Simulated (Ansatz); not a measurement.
# CHF2NSi: the cost of one run

Program: Ansatz 0.2.0. Level of theory: RKS B3LYP-D4/cc-pVDZ. These are calculated values, not measurements.

## Step 1: The system as given

Bond lengths: N1–C2 1.215 Å, C2–Si3 1.891 Å, Si3–F4 1.512 Å, Si3–F5 1.632 Å, Si3–H6 1.505 Å. Angles: N1–C2–Si3 178.6°, C2–Si3–F4 111.9°, C2–Si3–F5 108.7°, C2–Si3–H6 111.4°, F4–Si3–F5 107.1°, F4–Si3–H6 110.2°, F5–Si3–H6 107.2°.

Structure file:

```xyz
6

N     0.4018   -2.4050    0.7640
C     0.1815   -1.2668    0.3989
Si   -0.1198    0.5160   -0.1546
F    -1.3605    0.6387   -1.0108
F     1.1439    1.0026   -1.0662
H    -0.2048    1.4504    1.0225
```

## Step 2: End point A

input.yaml

```yaml
crystal:
  periodic: [false, false, false]
  atoms:
    - { symbol: "N", position_ang: [0.4018, -2.405, 0.764] }
    - { symbol: C, position_ang: [0.1815, -1.2668, 0.3989] }
    - { symbol: Si, position_ang: [-0.1198, 0.516, -0.1546] }
    - { symbol: F, position_ang: [-1.3605, 0.6387, -1.0108] }
    - { symbol: F, position_ang: [1.1439, 1.0026, -1.0662] }
    - { symbol: H, position_ang: [-0.2048, 1.4504, 1.0225] }
basis:
  gaussian: { orbitals: cc-pVDZ }
hamiltonian:
  xc: b3lyp
  dispersion: d4
relax:
  f_tol: 0.02
  max_steps: 50
output:
  orbitals: {}
```

On the command line:

```console
$ ansatz run input.yaml --threads 1 --pin off --max-ram 2048MiB --backend cpu --events-out ev --progress --plain --runs-dir out
```

What time and memory should one allow on 1 thread of Arm Neoverse V1, shared host?

About 19 s, with a peak of 0.15 GiB.
